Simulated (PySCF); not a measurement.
OSiF3H, in a box:

```
O Si F H
1.0
    12.00000    0.00000    0.00000
     0.00000   12.00000    0.00000
     0.00000    0.00000   12.00000
O Si F H
1 1 3 1
Direct
  0.46156 0.59809 0.59752
  0.49025 0.54333 0.47548
  0.42450 0.58720 0.37998
  0.48271 0.41078 0.47277
  0.61769 0.57157 0.46147
  0.38337 0.58734 0.62773
```

The cell isn't the ideal one: atoms moved at random, drawn with an rms of 0.05 Å.

Base run:

- Program: PySCF 2.14.0
- Functional: PBE0
- Potentials or basis: cc-pvdz (all-electron)
- k mesh: 1 × 1 × 1
- Occupations: fixed
- Spin: no spin polarisation

Its results: gap between the frontier levels 10.63 eV.

**Question.** After a change of settings the same cell gave: gap between the frontier levels 8.36 eV. Which change was it?
A. functional from PBE0 to OLYP; dispersion from none to D4
B. functional from PBE0 to SOGGA11
C. functional from PBE0 to rSCAN; dispersion from none to D3(BJ)
D. functional from PBE0 to PBE

**Answer.** B.

PBE0 gives the wider gap, since exact exchange removes part of the self-interaction.

Caveats: this is a molecule in a periodic box at the Γ point, so its band gap is the HOMO-LUMO gap; the basis of atomic orbitals isn't converged, which shifts pressures, moduli and gaps.
